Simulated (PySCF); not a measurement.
**One shape, several levels: InHCl (SMILES [Cl][InH])**

Aim: a comparison of 6 runs (U-wB97X-V/STO-6G, UB3LYP/STO-6G, UM06-2X/STO-6G, UPBE0/STO-6G, NEVPT2(3,3)/STO-6G, ROCCSD(T)/STO-6G) of InHCl. Input form: a Python script.

The results are computed with PySCF 2.14.0.

1 further run of the same task is left out (set aside as unsound or not needed).

## 1. Starting point

InHCl has 3 atoms, charge 0, and is taken as a doublet. As SMILES, `[Cl][InH]`. The In2–H3 distance was set to 2.127 Å, away from the relaxed value.

Bond lengths: Cl1–In2 2.365 Å.

## 2. A single-point energy at U-wB97X-V/STO-6G (run 1)

File input.py:

```python
from pyscf import gto, dft

mol = gto.M(
    atom=[
    ('Cl', (-1.813801, 0.706100, -0.923807)),
    ('In', (0.245499, 0.851700, 0.229693)),
    ('H', (1.229400, -1.003900, 0.568100)),
],
    max_memory=1860,
    verbose=3,
    charge=0,
    spin=1,
    basis='sto-6g',
)

ks = dft.UKS(mol)
ks.xc = 'wb97x-v'
ks.nlcgrids.level = 1
ks.conv_tol = 1e-10
ks.grids.level = 5
ks.kernel()
if not ks.converged:
    ks = ks.newton().run(ks.mo_coeff, ks.mo_occ)

energy = ks.e_tot
print('E = %.10f Eh' % energy)
```

Run with:

```bash
$ OMP_NUM_THREADS=1 python input.py
```

Output:

```text
WARN: HOMO -0.424771004186202 >= LUMO -0.424771004186219

converged SCF energy = -6173.61743660978  <S^2> = 0.75921008  2S+1 = 2.009189
E = -6173.6174366098 Eh
```

Wall time 40 s (1 thread of Arm Neoverse V2, shared host); peak memory 0.27 GiB.

## 3. A single-point energy at UB3LYP/STO-6G (run 2)

File start.xyz:

```xyz
3

Cl    -1.813801     0.706100    -0.923807
In     0.245499     0.851700     0.229693
H      1.229400    -1.003900     0.568100
```

File job.py:

```python
from pyscf import gto, dft

mol = gto.M(
    atom='start.xyz',
    basis='sto-6g',
    verbose=3,
    spin=1,
    charge=0,
    max_memory=1860,
)

ks = dft.UKS(mol, xc='b3lyp')
ks.grids.level = 5
ks.conv_tol = 1e-10
ks.kernel()
if not ks.converged:
    ks = ks.newton().run(ks.mo_coeff, ks.mo_occ)

e_tot = ks.e_tot
print('E(%s) = %.9f' % ('B3LYP', e_tot))
```

Run with:

```bash
$ OMP_NUM_THREADS=1 python job.py
```

Output:

```text
WARN: HOMO -0.44720887464329 >= LUMO -0.447208874643263

converged SCF energy = -6173.9397830363  <S^2> = 0.75869703  2S+1 = 2.0086782
E(B3LYP) = -6173.939783036
```

It took 8.4 s on 1 thread of Arm Neoverse V2, shared host; peak memory 0.27 GiB.

Runs 3 to 5 aren't shown in full; the table further down has their settings and results.

## 4. The energy at ROCCSD(T)/STO-6G (run 6)

File job.py:

```python
from pyscf import gto, scf, cc

mol = gto.M(
    atom='Cl -1.813801 0.706100 -0.923807; In 0.245499 0.851700 0.229693; H 1.229400 -1.003900 0.568100',
    verbose=3,
    max_memory=1860,
    spin=1,
    basis='sto-6g',
)

hf = scf.ROHF(mol)
hf.conv_tol = 1e-10
hf.kernel()
if not hf.converged:
    hf = hf.newton().run(hf.mo_coeff, hf.mo_occ)

mycc = cc.CCSD(hf, frozen=23)
mycc.kernel()
e_t = mycc.ccsd_t()
e_tot = mycc.e_tot + e_t
print('E(%s) = %.9f' % ('CCSD(T)', e_tot))
```

Run with:

```bash
$ OMP_NUM_THREADS=1 python job.py
```

Output:

```text
converged SCF energy = -6171.21722609345

WARN: RCCSD method does not support ROHF method. ROHF object is converted to UHF object and UCCSD method is called.

E(UCCSD) = -6171.26043337461  E_corr = -0.04320728115814332
UCCSD(T) correction = -0.00110905828340986
E(CCSD(T)) = -6171.261542433
```

It took 2.5 s on 1 thread of Arm Neoverse V2, shared host; peak memory 0.12 GiB.

## 5. The series

```tsv
run	level	nlc grid	integration grid	energy (Eh)	dipole moment (D) of the reference	HOMO energy (eV)	LUMO energy (eV)	wall time
1	U-wB97X-V/STO-6G	1	5	-6173.617437	3.44	-5.30	2.02	40 s
2	UB3LYP/STO-6G	–	5	-6173.939783	3.09	-3.01	-0.25	8.4 s
3	UM06-2X/STO-6G	–	5	-6174.120120	3.46	-4.28	0.81	13 s
4	UPBE0/STO-6G	–	5	-6173.524580	3.24	-3.23	0.12	8.4 s
5	NEVPT2(3,3)/STO-6G	–	–	-6171.256349	4.06	–	–	2.9 s
6	ROCCSD(T)/STO-6G	–	–	-6171.261542	4.06	–	–	2.5 s
```

## 6. Outcome

```
                                           quantity           value
                                run 6: total energy  -6171.26154 Eh
        run 6: dipole moment (Hartree–Fock density)          4.06 D
run 6: correlation energy (23 core orbitals frozen)       -44.3 mEh
                              run 6: (T) correction       -1.11 mEh
           run 6: ⟨S²⟩ of the reference determinant           0.750
                               run 6: T1 diagnostic           0.016
```

**Reading.** Over runs 1, 2, 3, 4 the dipole moment (its size) runs from 3.09 D (UB3LYP/STO-6G) to 3.46 D (UM06-2X/STO-6G). Totals of different functionals can't be ranked against each other. In runs 1, 2, 3, 4, 5, 6 the basis is minimal, so the values are rough. In runs 1, 2, 3, 4, 5, 6 relativity is left out where basis or elements ask for it. All runs together took 75 s, the longest 40 s.
